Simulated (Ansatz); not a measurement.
# CH6Si: the cost of one run

Method: PBE0-D4/def2-TZVP structures, single points in def2-TZVPP, no counterpoise correction; program: Ansatz 0.2.0, Gaussian basis.

Levels: SPW92, PBE-D4, BLYP-D4, r2SCAN-D4, B97M-V, PBE0-D4, B3LYP-D4, r2SCAN0-D4, BHLYP-D4, CAM-B3LYP-D4, wB97X-V, wB97M-V, B2PLYP, PBE-QIDH, RPA on PBE, Hartree-Fock, MP2, CCSD, CCSD(T).

Cores are frozen in the correlated methods. B3LYP uses VWN-RPA correlation. B2PLYP carries no dispersion term here.

94 further runs of the same task are left out: 94 set aside as unsound or not needed.

## (1) Where the work starts

The complex: 14 atoms, charge 0, spin multiplicity 1.

Atoms are counted from 1 here; the program's logs count them from 0.

Bond lengths: Si1–C2 1.867 Å, Si1–H3 1.489 Å, Si1–H4 1.490 Å, Si1–H5 1.488 Å, C2–H9 1.092 Å, C2–H10 1.092 Å, C2–H11 1.091 Å, H6–O7 0.958 Å, O7–Si8 1.651 Å, Si8–H12 1.488 Å, Si8–H13 1.487 Å, Si8–H14 1.481 Å. Angles: C2–Si1–H3 111.4°, C2–Si1–H4 110.6°, C2–Si1–H5 111.4°, H3–Si1–H4 107.4°, H3–Si1–H5 108.3°, H4–Si1–H5 107.5°, Si1–C2–H9 110.8°, Si1–C2–H10 110.7°, Si1–C2–H11 109.9°, H9–C2–H10 108.0°, H9–C2–H11 108.6°, H10–C2–H11 108.7°, H6–O7–Si8 117.7°, O7–Si8–H12 111.3°, O7–Si8–H13 111.5°, O7–Si8–H14 105.8°, H12–Si8–H13 108.2°, H12–Si8–H14 109.7° and more.

Geometry (Å):

```xyz
14
CH10OSi2
Si   -1.7264   -0.2642    0.2651
C    -0.7504   -1.4675    1.3077
H    -1.7323   -0.6676   -1.1685
H    -3.1448   -0.2074    0.7183
H    -1.1699    1.1130    0.3599
H     1.0375   -0.3558   -1.9584
O     1.3160   -0.1165   -1.0735
Si    1.8350    1.4312   -0.8234
H    -1.1800   -2.4699    1.2476
H    -0.7522   -1.1608    2.3560
H     0.2822   -1.5091    0.9573
H     3.1547    1.6688   -1.4695
H     0.8685    2.4250   -1.3623
H     1.9623    1.5811    0.6440
```

Its parts: CH6Si holds atoms 1, 2, 3, 4, 5, 9, 10, 11; SiH4O holds atoms 6, 7, 8, 12, 13, 14. Each part counts its atoms afresh in its own runs.

## (2) Relaxing CH6Si alone

relax-a/in.yaml reads:

```yaml
crystal:
  periodic: [false, false, false]
  atoms:
    - {symbol: Si, position_ang: [-1.726393, -0.264248, 0.265105]}
    - {symbol: C, position_ang: [-0.750414, -1.467455, 1.307691]}
    - {symbol: H, position_ang: [-1.732259, -0.667627, -1.168464]}
    - {symbol: H, position_ang: [-3.144834, -0.207441, 0.718270]}
    - {symbol: H, position_ang: [-1.169927, 1.113003, 0.359901]}
    - {symbol: H, position_ang: [-1.180006, -2.469934, 1.247616]}
    - {symbol: H, position_ang: [-0.752191, -1.160818, 2.356027]}
    - {symbol: H, position_ang: [0.282174, -1.509074, 0.957275]}
basis:
  gaussian: {orbitals: def2-TZVP}
hamiltonian: {xc: pbe0, dispersion: d4}
relax: {f_tol: 0.005, max_steps: 200}
```

On the command line:

```sh
> ansatz run in.yaml --threads 8 --pin off --events-out ev --progress --plain --max-ram 19148MiB
```

**Question.** How long does this run take on 8 threads of Arm Neoverse V1, shared host?

About 2 s.
